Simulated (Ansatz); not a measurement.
# AlClHI, SMILES [Cl][AlH][I]: an atomisation energy

Program: Ansatz's Python interface.

`run_tae.py`:
```python
from collections import Counter

import ansatz as az


def single_point(molecule, charge=0, unpaired=0):
    calc = molecule.calculation().basis(gaussian="x2c-TZVPPall").correlation("ccsd_t")
    if charge:
        calc = calc.charge(charge)
    if unpaired:
        calc = calc.spin("collinear", total=unpaired)
    report = calc.run(threads=1).report
    if report["published_state_doubts"]:
        print("  doubts:", report["published_state_doubts"])
    return report["free_energy_ev"]

system = (
    az.Crystal.molecule()
    .atom("Cl", (-2.0722, 0.0174, -0.5676))
    .atom("Al", (0.016, 0.2011, -0.0448))
    .atom("I", (1.2673, -1.9012, 0.7154))
    .atom("H", (0.8445, 1.6224, -0.1233))
)

unpaired = {"Cl": 1, "Al": 1, "I": 1, "H": 1}
counts = Counter(site.symbol for site in system.cartesian_sites)
atom_energy = {s: single_point(az.Crystal.molecule().atom(s, (0, 0, 0)), 0, unpaired[s]) for s in counts}
whole = single_point(system, 0, 0)
for s, e in atom_energy.items():
    print(f"{s:2s} x{counts[s]}  {e:14.5f} eV")
print(f"AlClHI: {whole:.5f} eV")
split = sum(counts[s] * e for s, e in atom_energy.items()) - whole
print(f"atomisation energy (no zero-point term): {split:.3f} eV, {split / sum(counts.values()):.3f} eV an atom")
```

Running `python run_tae.py` prints:
```text
Cl x1    -12546.51274 eV
Al x1     -6595.00703 eV
I  x1   -193563.44880 eV
H  x1       -13.60070 eV
AlClHI: -212728.96159 eV
atomisation energy (no zero-point term): 10.392 eV, 2.598 eV an atom
```

10.392 eV from the electronic energies, without the zero-point term.

Total energies depend on the basis set; only differences at equal settings carry meaning. The geometry is a force-field or estimated start, not a minimum of this method, and the basis set is short of its limit. All parts are taken at fixed geometry, without zero-point energy. The spin-orbit lowering of heavy atoms is left out. Run time: 36 s on 1 thread of Intel(R) Xeon(R) Processor @ 2.30GHz, with other jobs on the host, peak memory 1.1 GiB.
